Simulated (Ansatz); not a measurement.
**CH7GeNSi: a ladder of functionals and wavefunction methods**

The task here is to estimate one member of a computed series from the others.

Computed with Ansatz 0.2.0, Gaussian basis. Level: functionals in def2-TZVPP, the program's frozen cores in correlated methods.

Plan: LDA (SPW92), PBE-D4, revPBE-D4, BLYP-D4, r2SCAN-D4, B97M-V, PBE0-D4, B3LYP-D4, r2SCANh-D4, r2SCAN0-D4, HSE06-D4, BHLYP-D4, CAM-B3LYP-D4, LC-ωPBE, ωB97X-V, ωB97M-V, B2PLYP, PBE-QIDH; CCSD(T)/def2-SVP; CCSD(T)/def2-TZVPP; MP2/def2-QZVPP; extrapolation to the limit; RPA on PBE.

## The geometry

All runs share one geometry, relaxed beforehand with PBE0-D4 in a triple-zeta def2 set.

SMILES `C1[NH][GeH2][SiH2]1`, 11 atoms, charge 0, spin multiplicity 1.

Atoms are counted from 1 here; the program's logs count them from 0.

Bond lengths: C1–N2 1.468 Å, C1–Si4 1.911 Å, C1–H5 1.096 Å, C1–H6 1.100 Å, N2–Ge3 1.861 Å, N2–H7 1.010 Å, Ge3–Si4 2.372 Å, Ge3–H8 1.541 Å, Ge3–H9 1.550 Å, Si4–H10 1.488 Å, Si4–H11 1.487 Å. Angles: N2–C1–Si4 98.2°, N2–C1–H5 112.3°, N2–C1–H6 114.3°, Si4–C1–H5 114.6°, Si4–C1–H6 110.0°, H5–C1–H6 107.4°, C1–N2–Ge3 106.7°, C1–N2–H7 115.9°, Ge3–N2–H7 124.7°, N2–Ge3–Si4 73.7°, N2–Ge3–H8 112.2°, N2–Ge3–H9 115.1°, Si4–Ge3–H8 124.9°, Si4–Ge3–H9 119.0°, H8–Ge3–H9 107.6°, C1–Si4–Ge3 76.7°, C1–Si4–H10 116.2°, C1–Si4–H11 114.4° and more.

Coordinates:

```
atom     x (Å)     y (Å)     z (Å)
  C1  -0.66096   0.95268  -0.36684
  N2  -0.57097   0.42901   1.00186
 Ge3   0.75744  -0.87495   0.98942
 Si4   0.15125  -0.51889  -1.27609
  H5  -1.69510   1.15864  -0.66602
  H6  -0.07887   1.86956  -0.54012
  H7  -0.70993   1.10153   1.74202
  H8   0.36842  -2.11188   1.82218
  H9   2.14958  -0.40062   1.47895
 H10   1.16840  -0.17443  -2.30540
 H11  -0.81398  -1.48775  -1.85936
```

The first run:

Contents of in.yaml:

```yaml
crystal:
  periodic: [false, false, false]
  atoms:
    - {symbol: C, position_ang: [-0.660956, 0.952681, -0.366836]}
    - {symbol: N, position_ang: [-0.570973, 0.429006, 1.001859]}
    - {symbol: Ge, position_ang: [0.757442, -0.874946, 0.989416]}
    - {symbol: Si, position_ang: [0.151252, -0.518888, -1.276087]}
    - {symbol: H, position_ang: [-1.695101, 1.158641, -0.666018]}
    - {symbol: H, position_ang: [-0.078865, 1.869558, -0.540125]}
    - {symbol: H, position_ang: [-0.709927, 1.101530, 1.742015]}
    - {symbol: H, position_ang: [0.368420, -2.111877, 1.822181]}
    - {symbol: H, position_ang: [2.149584, -0.400620, 1.478951]}
    - {symbol: H, position_ang: [1.168401, -0.174431, -2.305396]}
    - {symbol: H, position_ang: [-0.813976, -1.487753, -1.859362]}
basis:
  gaussian: {orbitals: def2-TZVPP}
hamiltonian: {xc: lda}
output: {orbitals: {seedname: orbitals}}
```

Started as:

```bash
ansatz run in.yaml --threads 4 --pin off --events-out ev --progress --plain --max-ram 10444MiB
```

Among the steps run: LDA; PBE-D4 (GGA); revPBE-D4 (GGA); BLYP-D4 (GGA); r2SCAN-D4 (meta-GGA); B97M-V (meta-GGA); B3LYP-D4 (hybrid); r2SCANh-D4 (hybrid); r2SCAN0-D4 (hybrid); HSE06-D4 (hybrid); BHLYP-D4 (hybrid); CAM-B3LYP-D4 (range-separated); LC-ωPBE (range-separated); ωB97X-V (range-separated); ωB97M-V (range-separated); B2PLYP (double hybrid); PBE-QIDH (double hybrid).

One table of the session follows, with a row left open; its other results are not shown here.

It belongs to the step «Frontier levels by functional». 

```
  functional  HOMO (eV)  gap (eV)
 LDA (SPW92)      -5.31      4.06
      PBE-D4          ?         ?
   revPBE-D4      -5.17      4.26
     BLYP-D4      -5.09      4.18
   r2SCAN-D4      -5.47      4.76
      B97M-V      -5.63      4.79
     PBE0-D4      -6.56      6.38
    B3LYP-D4      -6.32      5.91
  r2SCANh-D4      -5.97      5.55
  r2SCAN0-D4      -6.74      6.73
    HSE06-D4      -6.16      5.60
    BHLYP-D4      -7.82      8.48
CAM-B3LYP-D4      -7.91      8.69
     LC-ωPBE      -9.28     11.20
     ωB97X-V      -8.94     10.74
     ωB97M-V      -8.86     10.35
```

Q: Estimate the row for PBE-D4 from the others.

**Answer.** HOMO (eV): -5.21; gap (eV): 4.20. In the column «HOMO (eV)» it lies between LDA (SPW92) (-5.31) and revPBE-D4 (-5.17).
